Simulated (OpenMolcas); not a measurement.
# Pr²⁺ among point charges: CASSCF levels and susceptibility

How does a field of 8 point charges split the states of Pr²⁺, and what χT follows?

Method: state-averaged CASSCF, spin-orbit coupling by RASSI with atomic mean-field integrals. Code: OpenMolcas 26.06.

## (1) The system

| Item | Value |
| --- | --- |
| Species | Pr²⁺ (praseodymium, Z = 59, 57 electrons) |
| Basis | ANO-RCC-VTZP [8s7p5d3f2g1h], 104 functions |
| Scalar Hamiltonian | DKH2, point nucleus |
| Inactive shells | 1s 2s 2p 3s 3p 3d 4s 4p 4d 5s 5p |
| Active space | 3 electrons in 7 orbitals (4f) |
| Some configurations of this space | 4f³ |
| Orbitals | optimised for the highest spin of each parity, averaged over all roots |

Outer shells as boxes (Hund's rule):

4f3
```
4f [↑ ][↑ ][↑ ][  ][  ][  ][  ]
```

The ion sits among 8 point charges of -1.5 e arranged as a cube (Oh), 3.29 Å from the ion.

The work runs as a chain of OpenMolcas steps in one folder; each step below is one input file. Labels, J, g values, rates, χT and fits are worked out afterwards by a script from the matrices that RASSI stores. The input lists half of the charges; inversion (Group=XYZ) makes the rest.

## (2) Basis and integrals

a.inp reads:

```
&GATEWAY
Coord
1

Pr 0.0 0.0 0.0
Basis=ANO-RCC-VTZP
Group=XYZ
NoMove
AngMom=0.0 0.0 0.0
AMFI
XField
4 Angstrom 0
1.899482 1.899482 1.899482 -1.500000
1.899482 1.899482 -1.899482 -1.500000
1.899482 -1.899482 1.899482 -1.500000
1.899482 -1.899482 -1.899482 -1.500000
&SEWARD
```

## (3) CASSCF: quartets of odd parity, 35 roots

a.inp reads:

```
&RASSCF
FileOrb=start.orb
Symmetry=2
Spin=4
nActEl=3 0 0
Inactive=15 12
Ras2=0 7
CIRoot=35 35 1
SDav=35
CIMx=300
Iter=120 100
PrWF=0.3
OrbListing=Nothing
MaxOrb=0
>>> COPY $Project.JobIph JOB001
```

start.orb holds the contracted functions of the basis, ordered by shell, or the orbitals of the step before.

## (4) Reference wave functions, doublets of odd parity, 112 roots

a.inp reads:

```
&RASSCF
FileOrb=start.orb
Symmetry=2
Spin=2
nActEl=3 0 0
Inactive=15 12
Ras2=0 7
CIRoot=112 112 1
SDav=112
CIMx=300
Iter=120 100
PrWF=0.3
OrbListing=Nothing
MaxOrb=0
CIOnly
>>> COPY $Project.JobIph JOB002
```

## (5) State interaction with spin-orbit coupling

a.inp reads:

```
&RASSI
NrOfJobIphs=2 35 96
1 2 3 4 5 6 7 8 9 10 11 12 13 14 15 16 17 18 19 20 21 22 23 24 25 26 27
28 29 30 31 32 33 34 35
1 2 3 4 5 6 7 8 9 10 11 12 13 14 15 16 17 18 19 20 21 22 23 24 25 26 27
28 29 30 31 32 33 34 35 36 37 38 39 40 41 42 43 44 45 46 47 48 49 50 51
52 53 54 55 56 57 58 59 60 61 62 63 64 65 66 67 68 69 70 71 72 73 74 75
76 77 78 79 80 81 82 83 84 85 86 87 88 89 90 91 92 93 94 95 96
IphNames
JOB001
JOB002
EJob
SpinOrbit
DIPRint=1.0
SOCoupling=1000.0
Subsets=2
Property=9
'ANGMOM' 1 'ANGMOM' 2 'ANGMOM' 3 'MLTPL  1' 1 'MLTPL  1' 2 'MLTPL  1' 3
'AMFI' 1 'AMFI' 2 'AMFI' 3
SOProperty=3
'ANGMOM' 1 'ANGMOM' 2 'ANGMOM' 3
```

**Question.** What will these runs give? Wanted: spin-free ground state; first state of the same spin within the active space; lowest level; next level.

The runs gave:

```
                                            quantity                            value
                                              method                           CASSCF
                              spin-free ground state  4A1, 1-fold in its orbital part
first state of the same spin within the active space                 4T1 at 19.1 cm⁻¹
                                        lowest level                        4-fold Γ8
                                          next level                        45.0 cm⁻¹
                                         χT at 300 K                   1.71 cm³ K/mol
                           effective moment at 300 K                          3.70 μB
```

**Reading.** The spin-free ground state (4A1) comes to 100 % from free-ion I terms and keeps the highest spin of the shell. The doublets rest on orbitals optimised for another spin in at least one step, which raises them against the optimised states. Not all states of the active space went into the spin-orbit step. High states of lower spin are left out of the spin-orbit mixing, and CASSCF puts spin-flip levels too high. This is an electrostatic model: the charges have no orbitals.
